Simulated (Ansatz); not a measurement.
# YbB2 in Ansatz: the effect of fixed moment

YbB2:

```
Yb B
1.0
     3.25030    0.00000    0.00000
    -1.62515    2.81484    0.00000
     0.00000    0.00000    3.73150
Yb B
1 2
Direct
  0.00000 0.00000 0.00000
  0.66667 0.33333 0.50000
  0.33333 0.66667 0.50000
```

Alike in all runs:

| Property | Result |
| --- | --- |
| Program | Ansatz 0.2.0 |
| Task | single point |
| Functional | PBE |
| Potentials or basis | Ansatz PAW |
| Cutoff | 420 eV (not typed: the program's choice for these potentials) |
| k mesh | 8 × 8 × 6 |
| Occupations | fermi-dirac, width 0.05 eV |

```csv
fixed moment,spin,starting moments,energy over the lowest run (meV/atom),pressure (GPa)
0,"collinear spin, program default start",-,0.0,2.3
0.2,"collinear spin, ferromagnetic start","[0.2, 0.0, 0.0] μB",0.2,2.3
0.5,"collinear spin, ferromagnetic start","[0.5, 0.0, 0.0] μB",5.4,2.3
0.8,"collinear spin, ferromagnetic start","[0.8, 0.0, 0.0] μB",22.1,1.8
1,"collinear spin, ferromagnetic start","[1.0, 0.0, 0.0] μB",42.4,1.5
1.2,"collinear spin, ferromagnetic start","[1.2, 0.0, 0.0] μB",?,?
1.5,"collinear spin, ferromagnetic start","[1.5, 0.0, 0.0] μB",138.5,0.7
2,"collinear spin, ferromagnetic start","[2.0, 0.0, 0.0] μB",310.6,0.6
```

What does the run with fixed moment 1.2 give?

Energy over the lowest run 71.4 meV/atom; pressure 1.2 GPa.

Worked out: A parabola through the other rows of the energy over the lowest run, of slope 194 meV/atom per unit of fixed moment there, gives 79.3 meV/atom, against the run's 71.4. A parabola through the other rows of the pressure, of slope -1.04 GPa per unit of fixed moment there, gives 1.3 GPa, against the run's 1.2.

Caveats: the total moment is fixed, so each spin has its own Fermi level; the thresholds are loose for stress.
